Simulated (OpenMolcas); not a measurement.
**A workflow on C4H14N2Si (SMILES CN(C)[SiH2]N(C)C)**

We compute the energy (HF/ANO-RCC-MB), then a single-point energy (CASSCF(2,2)/ANO-RCC-VDZ), then the energy along one coordinate (CASPT2(2,2)/ANO-RCC-VDZ), then an energy scan (SC-NEVPT2(2,2)/ANO-RCC-VDZ), then the energy along one coordinate (MC-PDFT[tPBE](2,2)/ANO-RCC-VDZ) of C4H14N2Si. 

The calculation is run with OpenMolcas 26.06.

## 1. The molecule

C4H14N2Si has 21 atoms, charge 0, and is taken as a singlet. SMILES: `CN(C)[SiH2]N(C)C`. The coordinates come from a PBE0-D4/def2-TZVP relaxation. This is one conformer, not always the lowest.

Some bond lengths: C1–N2 1.439 Å, N2–C3 1.441 Å, N2–Si4 1.714 Å, Si4–N5 1.714 Å, N5–C6 1.439 Å, N5–C7 1.441 Å, C1–H8 1.100 Å, C1–H9 1.092 Å, C1–H10 1.099 Å, C3–H11 1.092 Å, C3–H12 1.098 Å, C3–H13 1.100 Å, Si4–H14 1.494 Å, Si4–H15 1.494 Å, C6–H16 1.099 Å, C6–H17 1.100 Å. Some angles: C1–N2–C3 113.9°, C1–N2–Si4 123.6°, C3–N2–Si4 121.3°, N2–Si4–N5 109.5°, Si4–N5–C6 123.6°, Si4–N5–C7 121.3°, C6–N5–C7 113.9°, N2–C1–H8 112.3°, N2–C1–H9 110.4°, N2–C1–H10 110.9°.

## 2. The energy at HF/ANO-RCC-MB (DKH2) (run 1)

mol.xyz

```xyz
21

C      1.061960    -1.916750    -1.628160
N      0.400570    -0.742520    -1.123120
C      0.601640     0.434280    -1.930070
Si    -0.781910    -0.779030     0.116660
N     -0.570940     0.572760     1.148560
C     -1.662270     1.318740     1.717630
C      0.710850     0.873280     1.734350
H      0.700660    -2.201840    -2.627050
H      0.897470    -2.763070    -0.958680
H      2.145370    -1.753060    -1.707170
H      0.107140     1.294450    -1.473900
H      1.670160     0.672350    -2.018730
H      0.205720     0.311870    -2.948790
H     -0.587450    -2.122430     0.740340
H     -2.204240    -0.658920    -0.323860
H     -1.496600     2.399410     1.610240
H     -1.793680     1.113080     2.790020
H     -2.597140     1.069760     1.212130
H      1.497590     0.304170     1.234690
H      0.743470     0.633920     2.807280
H      0.951650     1.939540     1.627610
```

step1.inp

```
&GATEWAY
Coord=mol.xyz
Basis=ANO-RCC-MB
Group=NoSym
&SEWARD
&SCF
PrOrbitals=0
&LOCALISATION
Occupied
Freeze
Pipek-Mezey
&LOCALISATION
FileOrb=$Project.LocOrb
Virtual
Pipek-Mezey
```

The run is started by

```sh
$ export MOLCAS_MEM=1860
$ pymolcas step1.inp > step1.log
```

The program printed:

```text
--- Start Module: gateway ---
[...]
--- Stop Module: gateway /rc=_RC_ALL_IS_WELL_ ---
[...]
      Basis functions           53
[...]
       Convergence after   9 Iterations
[...]
::    Total SCF energy                               -557.7525495643
[...]
      Total spin, S                                     0.0000000000
[...]
      Total electronic charge=   66.000000
      Total            charge=   -0.000000
[...]
      Dipole Moment (debye):
      Origin of the operator (angstrom)=   -0.1310   -0.1305    0.0196
                   X=  1.6816E-01               Y=  1.6750E-01               Z= -2.5070E-02           Total=  2.3866E-01
      Quadrupole Moment (debye*angstrom):
[...]
--- Start Module: localisation ---
[...]
--- Stop Module: localisation /rc=_RC_ALL_IS_WELL_ ---
--- Start Module: localisation ---
[...]
--- Stop Module: localisation /rc=_RC_ALL_IS_WELL_ ---
[...]
```

It took 22 s on 1 thread of Intel Xeon Platinum 8259CL at 2.50GHz (Skylake/Cascade Lake), shared host; peak memory 0.42 GiB.

## 3. A single-point energy at CASSCF(2,2)/ANO-RCC-VDZ (DKH2, RICD fitting) (run 2)

mol.xyz is that of step 2.

step2.inp

```
* C4H14N2Si CASSCF

&GATEWAY
  Coord = mol.xyz
  Basis = ANO-RCC-MB
  Group = NoSym

&SEWARD

&RASSCF
  FileOrb = $CurrDir/step1.LocOrb
  Alter = 2
  1 31 33
  1 34 37
  Spin = 1
  Nactel = 2 0 0
  Inactive = 32
  Ras2 = 2
  OrbListing = Nothing
>>> COPY $Project.RunFile RUNFIL1
>>> COPY $Project.RasOrb INPORB

&GATEWAY
  Coord = mol.xyz
  Basis = ANO-RCC-VDZ
  Group = NoSym
  RICD

&SEWARD
>>> COPY $Project.RunFile RUNFIL2

&EXPBAS

&RASSCF
  FileOrb = $Project.ExpOrb
  Spin = 1
  Nactel = 2 0 0
  Inactive = 32
  Ras2 = 2
  OrbListing = Nothing
  OrbAppear = Compact
```

The run is started by

```sh
$ export MOLCAS_MEM=1860
$ pymolcas step2.inp > step2.log
```

The program printed:

```text
--- Start Module: gateway ---
[...]
--- Stop Module: gateway /rc=_RC_ALL_IS_WELL_ ---
[...]
      Basis functions           53
[...]
      Number of active orbitals                  2
[...]
      Spin quantum number                      0.0
[...]
      Active orbitals                            2
[...]
      Number of CSFs                             3
[...]
      Number of root(s) required                 1
[...]
      Convergence after 10 iterations
[...]
      printout of CI-coefficients larger than  0.05 for root  1
      energy=    -557.765937
      conf/sym  11     Coeff  Weight
             1  20   0.99426 0.98855
             3  02  -0.10699 0.01145
      Natural orbitals and occupation numbers for root  1
      sym 1:   1.977106   0.022894
      ************************************************************************************************************************
      *                                                    Final results                                                     *
[...]
::    RASSCF root number  1 Total energy:   -557.76593681
[...]
      Basis functions           95
[...]
--- Start Module: expbas ---
[...]
--- Stop Module: expbas /rc=_RC_ALL_IS_WELL_ ---
--- Start Module: rasscf ---
[...]
      Convergence after 10 iterations
[...]
      Natural orbitals and occupation numbers for root  1
      sym 1:   1.979186   0.020814
      ************************************************************************************************************************
      *                                                    Final results                                                     *
[...]
::    RASSCF root number  1 Total energy:   -558.09627815
[...]
      Total electronic charge=   66.000000
      Total            charge=   -0.000000
[...]
      Dipole Moment (debye):
      Origin of the operator (angstrom)=   -0.1310   -0.1305    0.0196
                   X=  3.8455E-01               Y=  2.5463E-01               Z= -7.8735E-03           Total=  4.6128E-01
      Quadrupole Moment (debye*angstrom):
[...]
--- Stop Module: rasscf /rc=_RC_ALL_IS_WELL_ ---
[...]
```

It took 29 s on 1 thread of Intel Xeon Platinum 8259CL at 2.50GHz (Skylake/Cascade Lake), shared host; peak memory 0.42 GiB.

## 4. The energy along one coordinate at CASPT2(2,2)/ANO-RCC-VDZ (DKH2, RICD fitting, ipea shift 0.25 Eh, pt2 variant SS) (run 3)

step3.input

```
>>> COPY $CurrDir/step2.RasOrb $Project.RasOrb
>>> ForEach K in (1, 2, 3, 4, 5, 6, 7, 8, 9)

&gateway
  coord = $CurrDir/point$K.xyz
  basis = ANO-RCC-VDZ
  group = NoSym
  ricd

&seward

&rasscf
  fileorb = $Project.RasOrb
  spin = 1
  nactel = 2 0 0
  inactive = 32
  ras2 = 2
  orblisting = Nothing
  orbappear = Compact

&caspt2
  imaginary = 0.2
  frozen = 11
>>> EndDo
```

The run is started by

```sh
$ export MOLCAS_MEM=1860
$ pymolcas step3.input > step3.log
```

The program printed:

```text
[...]
      Basis functions           95
[...]
      Number of active orbitals                  2
[...]
      Spin quantum number                      0.0
[...]
      Active orbitals                            2
[...]
      Number of CSFs                             3
[...]
      Number of root(s) required                 1
[...]
      Convergence after 10 iterations
[...]
      Natural orbitals and occupation numbers for root  1
      sym 1:   1.985221   0.014779
      ************************************************************************************************************************
      *                                                    Final results                                                     *
[...]
::    RASSCF root number  1 Total energy:   -558.08521653
[...]
::    CASPT2 Root  1     Total energy:   -558.71109913
[...]
      Convergence after 10 iterations
[...]
      Natural orbitals and occupation numbers for root  1
      sym 1:   1.979177   0.020823
      ************************************************************************************************************************
      *                                                    Final results                                                     *
[...]
      Convergence after 10 iterations
[...]
      Natural orbitals and occupation numbers for root  1
      sym 1:   1.828187   0.171813
      ************************************************************************************************************************
      *                                                    Final results                                                     *
[...]
      Convergence after 10 iterations
[...]
      Natural orbitals and occupation numbers for root  1
      sym 1:   1.663993   0.336007
      ************************************************************************************************************************
      *                                                    Final results                                                     *
[...]
      Convergence after 11 iterations
[...]
      Natural orbitals and occupation numbers for root  1
      sym 1:   1.391941   0.608059
      ************************************************************************************************************************
      *                                                    Final results                                                     *
[...]
::    RASSCF root number  1 Total energy:   -557.97100336
[...]
::    CASPT2 Root  1     Total energy:   -558.60158131
[...]
      Convergence after 10 iterations
[...]
::    RASSCF root number  1 Total energy:   -557.96562450
[...]
::    CASPT2 Root  1     Total energy:   -558.59478535
[...]
```

It took 98 s on 1 thread of Intel Xeon Platinum 8259CL at 2.50GHz (Skylake/Cascade Lake), shared host; peak memory 0.085 GiB.

The scan, from its lowest point:

```
H14–Si4 (Å)  energy (kJ/mol)
      1.344             30.7
      1.494              0.0
      1.643              8.7
      1.867             53.3
      2.166            127.0
      2.540            207.5
      2.988            273.9
      3.585            318.2
      4.481            336.1
```

## 5. An energy scan at SC-NEVPT2(2,2)/ANO-RCC-VDZ (DKH2, RICD fitting, pt2 variant SC-NEVPT2) (run 4)

step4.inp

```
>>> COPY $CurrDir/step2.RasOrb $Project.RasOrb
>>> ForEach K in (1, 2, 3, 4, 5, 6, 7, 8, 9)
&GATEWAY
Coord=$CurrDir/point$K.xyz
Basis=ANO-RCC-VDZ
Group=NoSym
RICD
&SEWARD
&RASSCF
FileOrb=$Project.RasOrb
Spin=1
Nactel=2 0 0
Inactive=32
Ras2=2
OrbListing=Nothing
OrbAppear=Compact
&CASPT2
SC-NEVPT2
Frozen=11
>>> EndDo
```

The run is started by

```sh
$ export MOLCAS_MEM=1860
$ pymolcas step4.inp > step4.log
```

The program printed:

```text
[...]
      Basis functions           95
[...]
      Number of active orbitals                  2
[...]
      Spin quantum number                      0.0
[...]
      Active orbitals                            2
[...]
      Number of CSFs                             3
[...]
      Number of root(s) required                 1
[...]
      Convergence after 10 iterations
[...]
      printout of CI-coefficients larger than  0.05 for root  1
      energy=    -558.085217
      conf/sym  11     Coeff  Weight
             1  20   0.99630 0.99261
             3  02  -0.08596 0.00739
      Natural orbitals and occupation numbers for root  1
      sym 1:   1.985221   0.014779
      ************************************************************************************************************************
      *                                                    Final results                                                     *
[...]
::    RASSCF root number  1 Total energy:   -558.08521653
[...]
      E2 (Variational):          -0.6228995912
[...]
::    SC-NEVPT2 Root  1     Total energy:   -558.70810154
[...]
      Convergence after 10 iterations
[...]
      Natural orbitals and occupation numbers for root  1
      sym 1:   1.979177   0.020823
      ************************************************************************************************************************
      *                                                    Final results                                                     *
[...]
      Convergence after 10 iterations
[...]
      Natural orbitals and occupation numbers for root  1
      sym 1:   1.828187   0.171813
      ************************************************************************************************************************
      *                                                    Final results                                                     *
[...]
      Convergence after 10 iterations
[...]
      Natural orbitals and occupation numbers for root  1
      sym 1:   1.663993   0.336007
      ************************************************************************************************************************
      *                                                    Final results                                                     *
[...]
      Convergence after 11 iterations
[...]
::    RASSCF root number  1 Total energy:   -557.97100336
[...]
::    SC-NEVPT2 Root  1     Total energy:   -558.59997970
[...]
      Convergence after 10 iterations
[...]
::    RASSCF root number  1 Total energy:   -557.96562450
[...]
      E2 (Variational):          -0.6280840297
[...]
      Reference weight:           0.80822
[...]
::    SC-NEVPT2 Root  1     Total energy:   -558.59370853
[...]
```

It took 92 s on 1 thread of Intel Xeon Platinum 8259CL at 2.50GHz (Skylake/Cascade Lake), shared host; peak memory 0.085 GiB.

The scan, from its lowest point:

```
H14–Si4 (Å)  energy (kJ/mol)
      1.344             31.1
      1.494              0.0
      1.643              8.3
      1.867             52.5
      2.166            125.9
      2.540            206.2
      2.988            272.1
      3.585            315.0
      4.481            331.4
```

## 6. An energy scan at MC-PDFT[tPBE](2,2)/ANO-RCC-VDZ (DKH2, RICD fitting) (run 5)

step5.input

```
>>> EXPORT MOLCAS_PRINT=2
>>> COPY $CurrDir/step2.RasOrb $Project.RasOrb
>>> ForEach K in (1, 2, 3, 4, 5, 6, 7, 8, 9)

&gateway
  coord=$CurrDir/point$K.xyz
  basis=ANO-RCC-VDZ
  group=NoSym
  ricd

&seward

&rasscf
  fileorb=$Project.RasOrb
  spin=1
  nactel=2 0 0
  inactive=32
  ras2=2
  orblisting=Nothing
  orbappear=Compact

&mcpdft
  ksdft=T:PBE
>>> EndDo
```

The run is started by

```sh
$ export MOLCAS_MEM=1860
$ pymolcas step5.input > step5.log
```

The program printed:

```text
--- Start Module: gateway ---
[...]
      Basis functions           95
[...]
      Number of active orbitals                  2
[...]
      Spin quantum number                      0.0
[...]
      Active orbitals                            2
[...]
      Number of CSFs                             3
[...]
      Number of root(s) required                 1
[...]
      Convergence after 10 iterations
[...]
      printout of CI-coefficients larger than  0.05 for root  1
      energy=    -558.085217
      conf/sym  11     Coeff  Weight
             1  20   0.99630 0.99261
             3  02  -0.08596 0.00739
      Natural orbitals and occupation numbers for root  1
      sym 1:   1.985221   0.014779
      ************************************************************************************************************************
      *                                                    Final results                                                     *
[...]
::    RASSCF root number  1 Total energy:   -558.08521653
[...]
::    MCPDFT root number  1 Total energy:   -559.98928765
[...]
      Convergence after 10 iterations
[...]
      Natural orbitals and occupation numbers for root  1
      sym 1:   1.979177   0.020823
      ************************************************************************************************************************
      *                                                    Final results                                                     *
[...]
      Convergence after 10 iterations
[...]
      Natural orbitals and occupation numbers for root  1
      sym 1:   1.828187   0.171813
      ************************************************************************************************************************
      *                                                    Final results                                                     *
[...]
      Convergence after 10 iterations
[...]
      Natural orbitals and occupation numbers for root  1
      sym 1:   1.663993   0.336007
      ************************************************************************************************************************
      *                                                    Final results                                                     *
[...]
      Convergence after 11 iterations
[...]
::    RASSCF root number  1 Total energy:   -557.97100336
[...]
::    MCPDFT root number  1 Total energy:   -559.86653679
[...]
      Convergence after 10 iterations
[...]
::    RASSCF root number  1 Total energy:   -557.96562450
[...]
      Total electronic charge=   66.000000
      Total            charge=   -0.000000
[...]
::    MCPDFT root number  1 Total energy:   -559.85988434
[...]
```

It took 2.2 min on 1 thread of Intel Xeon Platinum 8259CL at 2.50GHz (Skylake/Cascade Lake), shared host; peak memory 0.085 GiB.

The scan, from its lowest point:

```
H14–Si4 (Å)  energy (kJ/mol)
      1.344             30.4
      1.494              0.0
      1.643              9.1
      1.867             55.5
      2.166            133.7
      2.540            222.2
      2.988            299.2
      3.585            352.7
      4.481            370.1
```

## 7. Summary of results

| quantity | value |
| --- | --- |
| run 1, HF/ANO-RCC-MB: total energy | -557.75255 Eh |
| run 1, HF/ANO-RCC-MB: dipole moment | 0.24 D |
| run 1, HF/ANO-RCC-MB: HOMO energy | -10.06 eV |
| run 1, HF/ANO-RCC-MB: LUMO energy | 8.26 eV |
| run 1, HF/ANO-RCC-MB: HOMO–LUMO gap | 18.31 eV |
| run 2, CASSCF(2,2)/ANO-RCC-VDZ: total energy | -558.09628 Eh |
| run 2, CASSCF(2,2)/ANO-RCC-VDZ: dipole moment (CASSCF density) | 0.46 D |
| run 3, CASPT2(2,2)/ANO-RCC-VDZ: lowest energy of the scan | -558.72278 Eh |
| run 4, SC-NEVPT2(2,2)/ANO-RCC-VDZ: lowest energy of the scan | -558.71994 Eh |
| run 5, MC-PDFT[tPBE](2,2)/ANO-RCC-VDZ: lowest energy of the scan | -560.00086 Eh |

**Reading.** Mulliken charges (run 1, HF/ANO-RCC-MB) run from -0.48 on N2 to +0.94 on Si4. Mulliken charges (run 2, CASSCF(2,2)/ANO-RCC-VDZ) run from -1.01 on N2 to +1.63 on Si4.
